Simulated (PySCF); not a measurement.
# C6H5F: the cost of one run

Programs: PySCF 2.14.0, with density-fitted response routines of our own. Each step states its level of theory. These are calculated values for one molecule in the gas phase, unless marked as measured. Atoms count from 0, in the outputs and in this text.

### Step 1. The molecule as given

12 atoms, charge 0, multiplicity 1; geometry from: GFN2-xTB. The atoms were then displaced at random by about 0.01 Å, so the start is not that level's minimum.

Bonds of the start (Å): F0–C1 1.34, C1–C2 1.51, C2–C3 1.37, C3–C4 1.54, C4–C5 1.52, C5–C6 1.32, C4–C1 1.56, C6–C1 1.51, C2–H7 1.07, C3–H8 1.04, C4–H9 1.06, C5–H10 1.08, C6–H11 1.08.

### Step 2. Optimising the geometry at PBE0-D3(BJ)/def2-SVP

What the job is given:

```
{"job": {"xc": "PBE0", "basis": "def2-SVP", "d3": "d3bj", "grid": 1, "shake": 0.01, "kind": "geom"}, "charge": 0, "multiplicity": 1}
F     -1.659660     0.379190    -1.424870
C     -0.758370     0.282380    -0.438850
C      0.188190     1.434010    -0.219390
C      1.320130     0.661760    -0.265120
C      0.509910    -0.623550    -0.532820
C     -0.027610    -1.265900     0.732820
C     -1.106490    -0.516340     0.797300
H      0.036250     2.482950    -0.040040
H      2.334780     0.824660    -0.089250
H      0.754650    -1.229460    -1.371330
H      0.393550    -2.032080     1.372010
H     -1.945650    -0.425880     1.470520
```

The run is started by

```bash
$ OMP_NUM_THREADS=1 python probes_run.py task.json out
```

The driver reads the jobs from task.json and runs them one after another.

**Question.** How long does this first job take on 1 thread of Arm Neoverse V2, shared host, and how much memory does it need?

About 28 s, with a peak of 0.53 GiB.
